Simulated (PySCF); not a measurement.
# Cd²⁴⁺, Cd²⁵⁺: ionisation energy in even-tempered 19s12p8d4f3g, part 2 of 2

Aim: the ionisation energy of cadmium from differences of total energies, at each level of theory, and how far each lands from the tabulated value where there is one.

PySCF 2.14.0; even-tempered 19s12p8d4f3g, the spin-free X2C one-electron Hamiltonian (Gaussian nucleus). The scripts are equivalent inputs of a driver's runs.

## (3) Cd²⁵⁺, method by method

UHF:

input.py

```python
from pyscf import gto, scf, dft, mp, cc
mol = gto.M(atom="Cd 0 0 0", charge=25, spin=5, symmetry="D2h",
            basis=gto.etbs([(0, 19, 2.9, 2.5), (1, 12, 3.8, 2.5), (2, 8, 3.8, 2.5), (3, 4, 16, 2.7), (4, 3, 24, 2.7)]),
            nucmod="G")
mf = scf.UHF(mol).sfx2c1e()
mf.irrep_nelec = {'Ag': (5, 3), 'B1g': (1, 0), 'B2g': (1, 0), 'B3g': (1, 0), 'B1u': (2, 2), 'B2u': (2, 2), 'B3u': (2, 2)}
mf.kernel()
```

Log:

```text
damping factor = 0
level_shift factor = 0
DIIS = <class 'pyscf.scf.diis.CDIIS'>
diis_start_cycle = 1
diis_space = 10
diis_damp = 0
SCF conv_tol = 1e-09
SCF conv_tol_grad = None
number electrons alpha = 14  beta = 9
cycle= 1 E= -5222.57840039041  delta_E= -2.27e-11  |g|= 5.56e-06  |ddm|= 3.31e-06
converged SCF energy = -5222.57840039041  <S^2> = 8.7504994  2S+1 = 6.0001665
```

CPU time 11 s on a shared host, the integrals not counted.

The occupied shells:

```
shell  electrons  mean orbital energy (eV)  spread (eV)  rms radius (bohr)
 1s α          1                  -27853.5            0             0.0348
 1s β          1                  -27853.1            0             0.0348
 2s α          1                   -5071.7            0              0.142
 2s β          1                   -5046.8            0              0.142
 2p α          3                   -4652.1            0              0.126
 2p β          3                   -4627.8            0              0.126
 3s α          1                   -1672.8            0              0.362
 3s β          1                   -1641.6            0              0.362
 3p α          3                   -1532.9            0              0.358
 3p β          3                   -1493.8            0              0.358
 3d α          5                   -1332.2            0              0.325
```

⟨S²⟩ = 8.750, ⟨L²⟩ = 0.00.

Spin-orbit constants on these orbitals (cm⁻¹; bare nucleus, screened nucleus, mean field): 3d 33970, 26890, 26330.

LDA:

input.py, as changed from the run before:

```diff
@@ -4,3 +4,3 @@
             nucmod="G")
-mf = scf.UHF(mol).sfx2c1e()
+mf = dft.UKS(mol, xc="LDA,VWN").sfx2c1e()
 mf.irrep_nelec = {'Ag': (5, 3), 'B1g': (1, 0), 'B2g': (1, 0), 'B3g': (1, 0), 'B1u': (2, 2), 'B2u': (2, 2), 'B3u': (2, 2)}
```

Log:

```text
damping factor = 0
level_shift factor = 0
DIIS = <class 'pyscf.scf.diis.CDIIS'>
diis_start_cycle = 1
diis_space = 10
diis_damp = 0
SCF conv_tol = 1e-09
SCF conv_tol_grad = None
number electrons alpha = 14  beta = 9
XC functionals = LDA,VWN
    P. A. M. Dirac.,  Math. Proc. Cambridge Philos. Soc. 26, 376 (1930)
    F. Bloch.,  Z. Phys. 57, 545 (1929)
    S. H. Vosko, L. Wilk, and M. Nusair.,  Can. J. Phys. 58, 1200 (1980)
cycle= 1 E= -5217.82919878408  delta_E= -0.022  |g|= 0.0584  |ddm|= 0.0642
cycle= 2 E= -5217.82920983262  delta_E= -1.1e-05  |g|= 0.00676  |ddm|= 0.00134
cycle= 3 E= -5217.82921026165  delta_E= -4.29e-07  |g|= 0.000684  |ddm|= 0.000273
cycle= 4 E= -5217.82921026878  delta_E= -7.13e-09  |g|= 1.68e-05  |ddm|= 3.51e-05
cycle= 5 E= -5217.82921026878  delta_E= -2.73e-12  |g|= 2.51e-07  |ddm|= 9.66e-07
converged SCF energy = -5217.82921026878  <S^2> = 8.750139  2S+1 = 6.0000463
```

It used 0.91 s of CPU time after the integrals (shared host).

PBE:

input.py, as changed from the run before:

```diff
@@ -4,3 +4,3 @@
             nucmod="G")
-mf = dft.UKS(mol, xc="LDA,VWN").sfx2c1e()
+mf = dft.UKS(mol, xc="PBE").sfx2c1e()
 mf.irrep_nelec = {'Ag': (5, 3), 'B1g': (1, 0), 'B2g': (1, 0), 'B3g': (1, 0), 'B1u': (2, 2), 'B2u': (2, 2), 'B3u': (2, 2)}
```

Log:

```text
damping factor = 0
level_shift factor = 0
DIIS = <class 'pyscf.scf.diis.CDIIS'>
diis_start_cycle = 1
diis_space = 10
diis_damp = 0
SCF conv_tol = 1e-09
SCF conv_tol_grad = None
number electrons alpha = 14  beta = 9
XC functionals = PBE
    J. P. Perdew, K. Burke, and M. Ernzerhof.,  Phys. Rev. Lett. 77, 3865 (1996)
    J. P. Perdew, K. Burke, and M. Ernzerhof.,  Phys. Rev. Lett. 78, 1396 (1997)
    J. P. Perdew, K. Burke, and M. Ernzerhof.,  Phys. Rev. Lett. 77, 3865 (1996)
    J. P. Perdew, K. Burke, and M. Ernzerhof.,  Phys. Rev. Lett. 78, 1396 (1997)
cycle= 1 E= -5223.32508549509  delta_E= -0.0132  |g|= 0.0125  |ddm|= 0.0477
cycle= 2 E= -5223.32508647734  delta_E= -9.82e-07  |g|= 0.000533  |ddm|= 0.000574
cycle= 3 E= -5223.32508648189  delta_E= -4.56e-09  |g|= 0.000117  |ddm|= 4.13e-05
cycle= 4 E= -5223.32508648211  delta_E= -2.17e-10  |g|= 5.73e-06  |ddm|= 5.81e-06
converged SCF energy = -5223.32508648211  <S^2> = 8.750161  2S+1 = 6.0000537
```

It used 1.1 s of CPU time after the integrals (shared host).

PBE0:

input.py, as changed from the run before:

```diff
@@ -4,3 +4,3 @@
             nucmod="G")
-mf = dft.UKS(mol, xc="PBE").sfx2c1e()
+mf = dft.UKS(mol, xc="PBE0").sfx2c1e()
 mf.irrep_nelec = {'Ag': (5, 3), 'B1g': (1, 0), 'B2g': (1, 0), 'B3g': (1, 0), 'B1u': (2, 2), 'B2u': (2, 2), 'B3u': (2, 2)}
```

Log:

```text
damping factor = 0
level_shift factor = 0
DIIS = <class 'pyscf.scf.diis.CDIIS'>
diis_start_cycle = 1
diis_space = 10
diis_damp = 0
SCF conv_tol = 1e-09
SCF conv_tol_grad = None
number electrons alpha = 14  beta = 9
XC functionals = PBE0
    C. Adamo and V. Barone.,  J. Chem. Phys. 110, 6158 (1999)
    M. Ernzerhof and G. E. Scuseria.,  J. Chem. Phys. 110, 5029 (1999)
cycle= 1 E= -5223.42848061687  delta_E= -0.00723  |g|= 0.014  |ddm|= 0.0344
cycle= 2 E= -5223.42848253721  delta_E= -1.92e-06  |g|= 0.000745  |ddm|= 0.00083
cycle= 3 E= -5223.42848254628  delta_E= -9.07e-09  |g|= 0.000149  |ddm|= 5.31e-05
cycle= 4 E= -5223.42848254659  delta_E= -3.16e-10  |g|= 3.95e-06  |ddm|= 6.83e-06
converged SCF energy = -5223.42848254659  <S^2> = 8.7502229  2S+1 = 6.0000743
```

CPU time 3 s on a shared host, the integrals not counted.

r2SCAN:

input.py, as changed from the run before:

```diff
@@ -4,3 +4,3 @@
             nucmod="G")
-mf = dft.UKS(mol, xc="PBE0").sfx2c1e()
+mf = dft.UKS(mol, xc="R2SCAN").sfx2c1e()
 mf.irrep_nelec = {'Ag': (5, 3), 'B1g': (1, 0), 'B2g': (1, 0), 'B3g': (1, 0), 'B1u': (2, 2), 'B2u': (2, 2), 'B3u': (2, 2)}
```

Log:

```text
damping factor = 0
level_shift factor = 0
DIIS = <class 'pyscf.scf.diis.CDIIS'>
diis_start_cycle = 1
diis_space = 10
diis_damp = 0
SCF conv_tol = 1e-09
SCF conv_tol_grad = None
number electrons alpha = 14  beta = 9
XC functionals = R2SCAN
    J. W. Furness, A. D. Kaplan, J. Ning, J. P. Perdew, and J. Sun.,  J. Phys. Chem. Lett. 11, 8208-8215 (2020)
    J. W. Furness, A. D. Kaplan, J. Ning, J. P. Perdew, and J. Sun.,  J. Phys. Chem. Lett. 11, 9248-9248 (2020)
    J. W. Furness, A. D. Kaplan, J. Ning, J. P. Perdew, and J. Sun.,  J. Phys. Chem. Lett. 11, 8208-8215 (2020)
    J. W. Furness, A. D. Kaplan, J. Ning, J. P. Perdew, and J. Sun.,  J. Phys. Chem. Lett. 11, 9248-9248 (2020)
cycle= 1 E= -5223.79340963579  delta_E= -0.0064  |g|= 0.0125  |ddm|= 0.0337
cycle= 2 E= -5223.79341031173  delta_E= -6.76e-07  |g|= 0.000432  |ddm|= 0.00042
cycle= 3 E= -5223.793410315  delta_E= -3.27e-09  |g|= 8.7e-05  |ddm|= 3.13e-05
cycle= 4 E= -5223.79341031512  delta_E= -1.14e-10  |g|= 5.36e-06  |ddm|= 4.64e-06
converged SCF energy = -5223.79341031512  <S^2> = 8.7503032  2S+1 = 6.0001011
```

It used 2.3 s of CPU time after the integrals (shared host).

TPSS:

input.py, as changed from the run before:

```diff
@@ -4,3 +4,3 @@
             nucmod="G")
-mf = dft.UKS(mol, xc="R2SCAN").sfx2c1e()
+mf = dft.UKS(mol, xc="TPSS").sfx2c1e()
 mf.irrep_nelec = {'Ag': (5, 3), 'B1g': (1, 0), 'B2g': (1, 0), 'B3g': (1, 0), 'B1u': (2, 2), 'B2u': (2, 2), 'B3u': (2, 2)}
```

Log:

```text
damping factor = 0
level_shift factor = 0
DIIS = <class 'pyscf.scf.diis.CDIIS'>
diis_start_cycle = 1
diis_space = 10
diis_damp = 0
SCF conv_tol = 1e-09
SCF conv_tol_grad = None
number electrons alpha = 14  beta = 9
XC functionals = TPSS
    J. Tao, J. P. Perdew, V. N. Staroverov, and G. E. Scuseria.,  Phys. Rev. Lett. 91, 146401 (2003)
    J. P. Perdew, J. Tao, V. N. Staroverov, and G. E. Scuseria.,  J. Chem. Phys. 120, 6898 (2004)
    J. Tao, J. P. Perdew, V. N. Staroverov, and G. E. Scuseria.,  Phys. Rev. Lett. 91, 146401 (2003)
    J. P. Perdew, J. Tao, V. N. Staroverov, and G. E. Scuseria.,  J. Chem. Phys. 120, 6898 (2004)
cycle= 1 E= -5223.71126764168  delta_E= -0.00755  |g|= 0.0184  |ddm|= 0.037
cycle= 2 E= -5223.71127062936  delta_E= -2.99e-06  |g|= 0.00288  |ddm|= 0.000945
cycle= 3 E= -5223.7112707496  delta_E= -1.2e-07  |g|= 0.000336  |ddm|= 0.000145
cycle= 4 E= -5223.71127075114  delta_E= -1.54e-09  |g|= 2.53e-06  |ddm|= 1.58e-05
cycle= 5 E= -5223.71127075114  delta_E= -9.09e-13  |g|= 1.54e-07  |ddm|= 2.08e-07
converged SCF energy = -5223.71127075114  <S^2> = 8.7501886  2S+1 = 6.0000629
```

It used 2.8 s of CPU time after the integrals (shared host).

MN15:

input.py, as changed from the run before:

```diff
@@ -4,3 +4,3 @@
             nucmod="G")
-mf = dft.UKS(mol, xc="TPSS").sfx2c1e()
+mf = dft.UKS(mol, xc="MN15").sfx2c1e()
 mf.irrep_nelec = {'Ag': (5, 3), 'B1g': (1, 0), 'B2g': (1, 0), 'B3g': (1, 0), 'B1u': (2, 2), 'B2u': (2, 2), 'B3u': (2, 2)}
```

Log:

```text
damping factor = 0
level_shift factor = 0
DIIS = <class 'pyscf.scf.diis.CDIIS'>
diis_start_cycle = 1
diis_space = 10
diis_damp = 0
SCF conv_tol = 1e-09
SCF conv_tol_grad = None
number electrons alpha = 14  beta = 9
XC functionals = MN15
    H. S. Yu, X. He, S. L. Li, and D. G. Truhlar.,  Chem. Sci. 7, 5032-5051 (2016)
    H. S. Yu, X. He, S. L. Li, and D. G. Truhlar.,  Chem. Sci. 7, 5032-5051 (2016)
cycle= 1 E= -5227.97815676253  delta_E= -0.327  |g|= 3.06  |ddm|= 0.18
cycle= 2 E= -5227.97916030257  delta_E= -0.001  |g|= 0.25  |ddm|= 0.00997
cycle= 3 E= -5227.97917970439  delta_E= -1.94e-05  |g|= 0.0106  |ddm|= 0.00202
cycle= 4 E= -5227.97918027576  delta_E= -5.71e-07  |g|= 0.0011  |ddm|= 0.00038
cycle= 5 E= -5227.9791802902  delta_E= -1.44e-08  |g|= 4.71e-05  |ddm|= 5.34e-05
cycle= 6 E= -5227.97918029023  delta_E= -2.64e-11  |g|= 2.49e-06  |ddm|= 2.13e-06
converged SCF energy = -5227.97918029023  <S^2> = 8.7501576  2S+1 = 6.0000525
```

CPU time 5.8 s on a shared host, the integrals not counted.

MP2 (outer shells):

input.py, as changed from the run before:

```diff
@@ -4,4 +4,5 @@
             nucmod="G")
-mf = dft.UKS(mol, xc="MN15").sfx2c1e()
+mf = scf.UHF(mol).sfx2c1e()
 mf.irrep_nelec = {'Ag': (5, 3), 'B1g': (1, 0), 'B2g': (1, 0), 'B3g': (1, 0), 'B1u': (2, 2), 'B2u': (2, 2), 'B3u': (2, 2)}
 mf.kernel()
+mp.UMP2(mf, frozen=5).kernel()
```

This step left no log, only its results.

It used 1.9 s of CPU time after the integrals (shared host).

With 13 electrons correlated, the MP2 correlation energy is -0.49090 hartree (-0.17993 same spin, -0.31096 opposite spin); the SCS form gives -0.43313. Largest pairs of shells: 3p-3d -0.2219, 3p-3p -0.1114, 3d-3d -0.0720, 3s-3p -0.0449, 3s-3d -0.0352.

Radial density 4πr²ρ of Cd²⁵⁺ at UHF, without picture-change correction:

```
r (bohr)   density  spin density
0.000558     0.739         0.000
0.000939      1.74         0.000
 0.00158      4.00         0.000
 0.00266      8.86         0.000
 0.00447      18.4        -0.001
 0.00751      34.4        -0.002
  0.0126      53.4        -0.002
  0.0213      62.1         0.000
  0.0358      54.0         0.041
  0.0601      61.6         0.486
   0.101      75.2         3.489
   0.170      43.6        12.812
   0.286      47.6        16.998
   0.481      15.5         4.413
   0.810     0.230         0.071
    1.36  0.000104         0.000
```

## (4) Orbital energies side by side

Highest occupied Hartree-Fock shell of each state: Cd²⁴⁺ 3d β at -1237.2 eV; Cd²⁵⁺ 3d α at -1332.2 eV.

## (5) The energy differences

Ionisation energy: Cd²⁴⁺ [Ar] 3d6 (5D) → Cd²⁵⁺ [Ar] 3d5 (6S).

```
                method  value (eV)  less the reference (eV)  CPU time, both states (s)
                   UHF      1234.1                     +0.3                         23
                   LDA      1236.6                     +2.8                        1.8
                   PBE      1237.1                     +3.2                        2.2
                  PBE0      1236.9                     +3.0                        5.9
                r2SCAN      1237.0                     +3.2                        4.6
                  TPSS      1236.9                     +3.1                        5.6
                  MN15      1235.8                     +2.0                         12
    MP2 (outer shells)      1235.5                     +1.7                         27
SCS-MP2 (outer shells)      1235.7                     +1.8                         27
```

Reference: 1237 ± 4 eV (theoretical estimate listed by NIST; NIST Atomic Spectra Database, ionization energies). A first-order spin-orbit estimate (lowest level to lowest level, LS coupling) adds 3.163 eV; the last energy column includes it. For this ion Breit and QED terms and the two-electron picture change, all absent here, are large against electron correlation.

Times are CPU seconds on a shared host without the integrals; correlated rows include their Hartree-Fock run, whose time holds the symmetry-adapted start and any spin-orbit constants, while functionals begin from orbitals already made.

## (6) Results

What follows sums up all 2 parts.

```
                quantity                                                         value
ionisation energy, Cd²⁴⁺  UHF 1234.1, MP2 (outer shells) 1235.5 eV; reference 1237 ± 4
```

**Reading.** The methods span 2.921 eV, from UHF (1234.1) to PBE (1237.1). The reference is uncertain or not like for like (spin-orbit coupling or other relativistic terms), so no ranking of close methods is drawn. The basis is finite, and no extrapolation was made.
